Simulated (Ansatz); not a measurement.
Born–Oppenheimer molecular dynamics of a periodic cell of 26 atoms, CaPH5O6 (host CaPH5O6, host structure Cc). It goes on from the last frame of an earlier run, with new velocities.

Level of theory: DFT PBEsol, scalar-relativistic, plane waves, PAW in Ansatz. Settings: accuracy low, cutoff 420 eV, k mesh 2x2x2, fermi-dirac smearing 0.05 eV, no spin polarisation.

* ensemble: NVT, Langevin thermostat
* time step: 0.5 fs
* steps asked: 110
* set temperature: 1920 K
* friction: 0.01 /fs
* seed: 315814

First frame:

```xyz
26
Lattice="3.1687 -7.5710 0.0000 3.1687 7.5710 0.0000 -2.7890 0.0000 5.0915" Properties=species:S:1:pos:R:3
Ca 2.684 -2.708 3.704
Ca 4.005 2.327 1.668
H 2.850 -2.307 0.550
H 1.669 3.063 3.546
H 2.360 7.402 0.190
H 1.966 -7.326 3.379
H 2.302 6.023 0.914
H 0.921 -6.374 4.178
H 1.545 0.036 2.077
H 3.127 -0.184 0.028
H 0.673 -0.969 1.433
H -0.051 1.403 4.895
P -0.646 -2.440 3.599
P 0.958 2.657 1.337
O 0.044 -1.696 4.853
O 1.792 2.172 2.542
O 0.422 -3.261 2.796
O 1.992 3.140 0.280
O 1.642 5.976 2.717
O 3.184 -6.124 0.852
O 1.622 3.969 4.317
O 3.392 -3.546 1.647
O 2.074 6.423 0.091
O 1.630 -6.336 3.599
O 1.532 -0.968 1.997
O 0.665 0.735 5.269
```

(1) What does the run give?

(2) What happens to the structure?

(3) How do temperature and energy run in time?

Results:

(1) All steps were run.

```json
{
  "steps done": "110",
  "time covered": "55 fs",
  "mean temperature over the second half": "2056 K",
  "spread of the potential energy over the second half": "22.4 meV per atom",
  "mean potential energy of the second half above the start": "92.4 meV per atom"
}
```

A run of 0.055 ps of so small a system gives no equilibrium averages. Limits of this set-up: coarse k mesh, low accuracy level.

(2) Mean squared displacements from the first frame to the last, about the centre of mass: Ca 0.15 Å², H 1.42 Å², P 0.10 Å², O 0.38 Å². This is one draw of velocities; another would differ in detail.

(3) 
| time (fs) | T (K) | potential energy less start (eV) |
| --- | --- | --- |
| 0.0 | 1846 | 0.000 |
| 1.5 | 1712 | 0.414 |
| 3.0 | 1594 | 1.028 |
| 4.5 | 1410 | 1.684 |
| 6.0 | 1392 | 2.354 |
| 7.5 | 1472 | 2.365 |
| 9.0 | 1740 | 1.975 |
| 10.5 | 1891 | 1.853 |
| 12.0 | 1774 | 1.666 |
| 13.5 | 1705 | 1.916 |
| 15.0 | 1637 | 2.378 |
| 16.5 | 1612 | 2.556 |
| 18.0 | 1839 | 1.857 |
| 19.5 | 1884 | 2.060 |
| 21.0 | 1704 | 2.925 |
| 22.5 | 1907 | 2.035 |
| 24.0 | 1899 | 2.211 |
| 25.5 | 1611 | 3.364 |
| 27.0 | 1628 | 3.530 |
| 28.5 | 1833 | 2.953 |
| 30.0 | 2023 | 2.643 |
| 31.5 | 1990 | 2.648 |
| 33.0 | 2049 | 2.254 |
| 34.5 | 2061 | 2.116 |
| 36.0 | 1930 | 2.504 |
| 37.5 | 1847 | 2.944 |
| 39.0 | 1840 | 3.056 |
| 40.5 | 1751 | 3.082 |
| 42.0 | 1815 | 2.919 |
| 43.5 | 1938 | 2.752 |
| 45.0 | 2124 | 2.326 |
| 46.5 | 2276 | 2.020 |
| 48.0 | 2437 | 1.721 |
| 49.5 | 2340 | 1.607 |
| 51.0 | 2538 | 1.348 |
| 52.5 | 2464 | 1.266 |
| 54.0 | 2039 | 2.509 |

Run time: 16 min on 1 thread of Arm Neoverse V1, on a shared host, peak memory 0.67 GiB.
